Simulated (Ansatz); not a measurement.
# Al (Aluminum): how the settings move a relaxation

Aim: see which settings change the result for Al (Aluminum), by how much, and at what cost.

Computed with Ansatz 0.2.0 (reference: DFT, PBEsol, PAW with Ansatz's default frozen-core files, scalar-relativistic; relaxation of cell and atoms, unless a step's input says otherwise).

## 1. The system as given

It takes space group Fm-3m (No. 225, cubic). The conventional cell has a = 4.050 Å, b = 4.050 Å, c = 4.050 Å, α = 90.00°, β = 90.00°, γ = 90.00°. Al (site symmetry m-3m) has 12 Al at 2.86 Å as nearest neighbours.

As a file:

```
Al
1.0
     0.00000    2.02481    2.02481
     2.02481    0.00000    2.02481
     2.02481    2.02481    0.00000
Al
1
Direct
  0.00000 0.00000 0.00000
```

## 2. Reference

input.yaml

```yaml
crystal:
  lattice:
    - [0.0, 2.024805, 2.024805]
    - [2.024805, 0.0, 2.024805]
    - [2.024805, 2.024805, 0.0]
  atoms:
    - { symbol: Al, position: [0.0, 0.0, 0.0] }
kpoints:
  mp_grid: { grid: [14, 14, 14] }
scf:
  occupations: { method: fermi_dirac, width: 0.08 }
hamiltonian:
  xc: pbesol
  pseudopotentials: { kind: paw }
relax:
  f_tol: 0.002
  max_steps: 80
  cell: {}
output:
  forces: true
  stress: true
  write_density: true
  write_potential: true
  elf: true
  volumetric_format: npy
```

The run is started by

```
> ansatz run input.yaml --threads 1 --pin off --max-ram 3072MiB --backend cpu --events-out ev --progress --plain --runs-dir out
```

Excerpt of the output:

```text
[...]
Basis set: ecut = 420 eV, 331 PW (Γ), exchange–correlation on 40×40×40 points (8 copies of the dense FFT grid, shifted against one another)
[...]
k-points: 104 of 2744
[...]
SCF iter   1: F=—  HF=-524.542986 eV  |F-HF|=—  |Δ(HF+E_count)|=         —  Δρ=6.70e-4  dr2=3.23e-5  ethr=1.77e-3  ⟨swp⟩=4.7  Hψ=5359  notcnv=0
preconditioner: auto → none  [metal: Δε(μ)=0.043 eV  Ē_g=13.120 eV  σ=0.080 eV  W_gap=0.13  n_scr=0 (ndim 8)  ℏωp=15.8 eV  f_vac=0.000  D(μ)=0.50/eV (n_scr^D=0)]
SCF iter   2: F=—  HF=-524.543015 eV  |F-HF|=—  |Δ(HF+E_count)|=   2.86e-5  Δρ=3.47e-4  dr2=9.13e-6  ethr=1.08e-6  ⟨swp⟩=1.9  Hψ=1572  notcnv=0
[...]
relax step   1: F+E_penalty+E_count = -524.54302083 eV  Δ(F+E_penalty+E_count) = +0.000e0 eV  max|allowed force component| = 0.000e0 eV/Å  Δτ_max = 0.0000 Å  P = -2.127 GPa  Ω = 16.603 Å³  (6 SCF iters, accepted)
[...]
relax step   2: F+E_penalty+E_count = -524.54622364 eV  Δ(F+E_penalty+E_count) = -3.203e-3 eV  max|allowed force component| = 0.000e0 eV/Å  Δτ_max = 0.0000 Å  P = +0.348 GPa  Ω = 16.085 Å³  energy of the carried Pulay correction = +2.085e-4 eV  (4 SCF iters, d
[...]
relax step   3: F+E_penalty+E_count = -524.54626769 eV  Δ(F+E_penalty+E_count) = -4.405e-5 eV  max|allowed force component| = 0.000e0 eV/Å  Δτ_max = 0.0000 Å  P = -0.017 GPa  Ω = 16.156 Å³  energy of the carried Pulay correction = +1.796e-4 eV  (3 SCF iters, d
[...]
SCF iter   2: F=—  HF=-524.546113 eV  |F-HF|=—  |Δ(HF+E_count)|=   1.49e-5  Δρ=9.81e-6  dr2=1.43e-9  ethr=1.93e-10  ⟨swp⟩=2.1  Hψ=778  notcnv=0
SCF iter   3: F=-524.546113 eV  HF=-524.546113 eV  |F-HF|=2.05e-12  |Δ(HF+E_count)|=   4.10e-9  Δρ=2.56e-7  dr2=7.06e-12  ethr=1.00e-12  ⟨swp⟩=3.5  Hψ=2478  notcnv=0
[...]
relax step   4: F+E_penalty+E_count = -524.54611280 eV  Δ(F+E_penalty+E_count) = +1.549e-4 eV  max|allowed force component| = 0.000e0 eV/Å  Δτ_max = 0.0000 Å  P = -0.035 GPa  Ω = 16.156 Å³  stress off target by 3.46e-2 GPa  SCF on the basis re-selected at this
[...]
SCF converged after 3 iterations
Free energy (F): -524.546113 eV
[...]
E sigma→0 (E₀):  -524.541120 eV
[...]
Fermi energy:    8.079561 eV
[...]
  P = ⅓ Tr σ = -0.0346 GPa (-0.346 kbar)
[...]
--- Relaxed structure (3 steps of the walk, 3 accepted, 1 SCFs on fresh bases) ---
[...]
```

Wall time 3.3 s (1 thread of Arm Neoverse V1, shared host); peak memory 0.26 GiB.

## 3. Changed: f_tol 0.05, max_displacement 0.3, ecutwfc 500 eV

Changes to input.yaml since step 2:

```diff
@@ -15,5 +15,6 @@
 relax:
-  f_tol: 0.002
+  f_tol: 0.05
   max_steps: 80
   cell: {}
+  max_displacement: 0.3
 output:
@@ -21,5 +22,3 @@
   stress: true
-  write_density: true
-  write_potential: true
-  elf: true
-  volumetric_format: npy
+basis:
+  ecutwfc: "500 eV"
```

The run is started by

```
> ansatz run input.yaml --threads 1 --pin off --max-ram 3072MiB --backend cpu --events-out ev --progress --plain --runs-dir out
```

Standard output (excerpt; [...] marks lines left out):

```text
[...]
Pseudopotentials: kind: paw
Pseudopotential: Al, paw, valence charge 3, recommended cutoff 420 eV (normal), Al.paw.azcp
Functional definition: PBEsol
[...]
Crystal: 1 atoms, lattice volume = 16.603 Å³
Basis set: ecut = 500 eV, 411 PW (Γ), exchange–correlation on 48×48×48 points (8 copies of the dense FFT grid, shifted against one another)
Bands: 6, of which v1, the nominal top of the filled ones, is band 2 counted from 1 (1 counted from 0)
Symmetry: 48 space group operations
Space group: Fm-3m (ITA 225), of the structure as read, at distance tolerance 2.6e-5 Å
k-points: 104 of 2744
[...]
SCF iter   1: F=—  HF=-524.543341 eV  |F-HF|=—  |Δ(HF+E_count)|=         —  Δρ=6.67e-4  dr2=3.29e-5  ethr=1.77e-3  ⟨swp⟩=4.7  Hψ=5365  notcnv=0
[...]
relax step   1: F+E_penalty+E_count = -524.54336459 eV  Δ(F+E_penalty+E_count) = +0.000e0 eV  max|allowed force component| = 0.000e0 eV/Å  Δτ_max = 0.0000 Å  P = -2.137 GPa  Ω = 16.603 Å³  (6 SCF iters, dr2 threshold 1.00e-7 eV, accepted)
[...]
relax step   3: F+E_penalty+E_count = -524.54648948 eV  Δ(F+E_penalty+E_count) = -6.597e-5 eV  max|allowed force component| = 0.000e0 eV/Å  Δτ_max = 0.0000 Å  P = -0.017 GPa  Ω = 16.150 Å³  energy of the carried Pulay correction = +3.262e-6 eV  (3 SCF iters, dr2 threshold 1.00e-7 eV, accepted)
[...]
relax step   4: F+E_penalty+E_count = -524.54648477 eV  Δ(F+E_penalty+E_count) = +4.707e-6 eV  max|allowed force component| = 0.000e0 eV/Å  Δτ_max = 0.0000 Å  P = -0.016 GPa  Ω = 16.150 Å³  stress off target by 1.60e-2 GPa  SCF on the basis re-selected at this cell (its energy is not [...]
SCF converged after 3 iterations
Free energy (F): -524.546485 eV
[...]
E sigma→0 (E₀):  -524.541495 eV
Entropy (-TS):   -0.009979 eV (-9.979 meV/atom)
Fermi energy:    8.083106 eV
[...]
--- Forces (eV/Å), atoms counted from 1 ---
  atom   1  Al    -0.00000000    -0.00000000     0.00000000
[...]
--- Stress (GPa, compression-positive) ---
       -0.015984       0.000000       0.000000
        0.000000      -0.015984       0.000000
        0.000000       0.000000      -0.015984
  P = ⅓ Tr σ = -0.0160 GPa (-0.160 kbar)
--- Relaxed structure (3 steps of the walk, 3 accepted, 1 SCFs on fresh bases) ---
  F+E_penalty+E_count = -524.54648477 eV   max|allowed force component| = 0.000e0 eV/Å   (the final SCF, on the basis selected at the relaxed cell)
  cell:  # Å, volume = 16.1502 Å³
    - [-1.1846739976482248e-33, 2.006238324396135, 2.006238324396135]
    - [2.006238324396135, -1.388488878964048e-33, 2.006238324396135]
    - [2.006238324396135, 2.006238324396135, 5.859677837829929e-34]
  atoms:
    - { symbol: Al, position: [0.0, 0.0, 0.0] }
```

It took 3.8 s on 1 thread of Arm Neoverse V1, shared host; peak memory 0.27 GiB.

Changing the convergence setting, walk settings and cutoff leaves the energy as it was (-0.4 meV/atom).

## 4. All runs together

```
                                                run     ending  energy change  pressure (GPa)  gap (eV)  force (eV/Å)  cycles   time
                                          reference  converged              0             0.0      0.00          0.00      16  3.3 s
1: f_tol 0.05, max_displacement 0.3, ecutwfc 500 eV  converged  -0.4 meV/atom             0.0      0.00          0.00      16  3.8 s
```

Times don't compare one to one where runs were asked for different outputs or read a saved state (see the inputs); cycles may leave out searches for a lower state.

What this shows: Changing the convergence setting, walk settings and cutoff leaves the energy as it was (-0.4 meV/atom).
